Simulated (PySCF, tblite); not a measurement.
# C₆H₁₀BClSi: geometry, infrared bands and NMR shifts

Wanted: the infrared bands and NMR shifts of C₆H₁₀BClSi (`Cl[C@H]1[C@@H]2BC=C[C@H]1C[SiH2]2`), by calculation.

Computed with tblite 0.8.0 and PySCF 2.14.0, with density-fitted response routines of our own, on a single molecule in the gas phase. Atoms count from 0, in the outputs and in this text.

## Step 1: The molecule as given

19 atoms, charge 0, multiplicity 1; geometry from: force field or distance geometry start.

Bonds of the start (Å): Cl0–C1 1.76, C1–C2 1.52, C2–B3 1.58, B3–C4 1.56, C4–C5 1.35, C5–C6 1.48, C6–C7 1.49, C7–Si8 1.88, C6–C1 1.51, Si8–C2 1.88, C1–H9 1.12, C2–H10 1.10, B3–H11 1.20, C4–H12 1.09, C5–H13 1.11, C6–H14 1.13, C7–H15 1.09, C7–H16 1.10, Si8–H17 1.47, Si8–H18 1.45.

## Step 2: Relaxing the molecule with GFN2-xTB

What the job is given:

```
{"job": {"kind": "relax", "xc": "GFN2-xTB", "basis": "xTB"}, "charge": 0, "multiplicity": 1}
Cl    -1.774200     0.654900     1.946100
C     -0.205100     0.092300     1.368300
C     -0.451600    -1.203600     0.609400
B      0.845800    -1.659600    -0.164700
C      1.885900    -0.536700    -0.449000
C      1.665200     0.715700    -0.000700
C      0.295700     1.112400     0.379200
C     -0.665800     1.203900    -0.760300
Si    -1.570000    -0.445400    -0.697100
H      0.526500    -0.081900     2.196300
H     -0.946400    -1.982300     1.200300
H      0.638000    -2.464600    -1.031600
H      2.791500    -0.722200    -1.022400
H      2.511800     1.422000     0.083900
H      0.321800     2.138200     0.857400
H     -1.350900     2.052800    -0.730500
H     -0.065500     1.162800    -1.687000
H     -2.925000    -0.276600    -0.148300
H     -1.537600    -1.172800    -1.956700
```

The run is started by

```sh
$ OMP_NUM_THREADS=1 python probes_run.py task.json out
```

This one command runs all jobs of the session in turn.

**Question.** This job is followed by: GFN2-xTB harmonic vibrations, gas phase; GIAO PBE0/pcSseg-1 NMR shielding, non-relativistic, gas phase. What will the session give for the following? strongest single infrared mode (GFN2-xTB); zero-point energy (GFN2-xTB); 13C shifts against TMS (PBE0/pcSseg-1); 1H shifts against TMS (PBE0/pcSseg-1); 35Cl shifts against HCl (PBE0/pcSseg-1); 11B shifts against BF3·OEt2 (PBE0/pcSseg-1); 29Si shifts against TMS (PBE0/pcSseg-1); surface potential, 1st and 99th percentile.

The runs gave:

| quantity | value |
| --- | --- |
| strongest single infrared mode (GFN2-xTB) | 2262 cm⁻¹, 452 km/mol |
| zero-point energy (GFN2-xTB) | 89.0 kcal/mol |
| 13C shifts against TMS (PBE0/pcSseg-1) | 176.9, 138.1, 75.5, 49.4, 45.4, 5.3 ppm |
| 1H shifts against TMS (PBE0/pcSseg-1) | 7.81, 6.75, 6.68, 4.56, 4.50, 3.70, 3.10, 2.73, 1.53, 0.57 ppm |
| 35Cl shifts against HCl (PBE0/pcSseg-1) | 199 ppm |
| 11B shifts against BF3·OEt2 (PBE0/pcSseg-1) | 63.3 ppm |
| 29Si shifts against TMS (PBE0/pcSseg-1) | -56.8 ppm |
| surface potential, 1st and 99th percentile | -0.71 V and 1.02 V |

Relaxing lowered the energy by 0.944 eV in 67 steps; the close pair that moved most is C6–C7, from 1.494 to 1.545 Å. All 51 modes are real, so the xTB geometry is a minimum. The strongest single mode, at 2262 cm⁻¹, moves mainly H18. GFN2-xTB is a fitted tight-binding method: band positions and strengths are rough. Its intensities can rank the bands wrongly. At PBE0/pcSseg-1: Shielding is most anisotropic at Cl0 (span 528 ppm, paramagnetic term -397 ppm). By nearest atom (PBE0/pcSseg-1), the HOMO sits on C4 24 %; C5 18 % and the LUMO on B3 32 %; C5 24 %.
